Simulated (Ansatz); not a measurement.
A run of Ansatz 0.2.0 is set up as follows.

File input.yaml:

```yaml
crystal:
  lattice:
    - [0.0, 3.861219, 3.861219]
    - [3.861219, 0.0, 3.861219]
    - [3.861219, 3.861219, 0.0]
  atoms:
    - { symbol: Te, position: [0.5, 0.5, 0.5] }
    - { symbol: Te, position: [0.75, 0.75, 0.75] }
    - { symbol: Te, position: [0.25, 0.25, 0.25] }
    - { symbol: Sn, position: [0.0, 0.0, 0.0] }
kpoints:
  mp_grid: { grid: [6, 6, 6] }
scf:
  occupations: { method: fermi_dirac, width: 0.05 }
hamiltonian:
  xc: pbesol
  pseudopotentials: { kind: all_electron, lapw: { basis_error: 0.002 } }
output: {}
phonons:
  method: fd
  supercell: [1, 1, 1]
```

Potentials or basis: all-electron LAPW, scalar-relativistic.

Launch:

```sh
$ ansatz run input.yaml --threads 2 --pin off --max-ram 8192MiB --backend cpu --events-out ev --progress --plain --runs-dir out
```

Task: What does it give for the highest phonon frequency at Γ?

Result: 61 cm⁻¹.

Task: Estimate the most unstable mode.

Result: 80i cm⁻¹.

Task: What does it give for the band gap on the k mesh?

Result: None (metal or under the smearing width).

Phonon frequencies in cm⁻¹ (negative: imaginary):
| q point | frequencies |
| --- | --- |
| (0.000, 0.000, 0.000) | -80 -80 -80 0 0 0 46 46 46 61 61 61 |

Caveat: a metal's response needs a denser mesh; some modes are imaginary. The run has no spin-orbit coupling, so splittings on Te are missing.
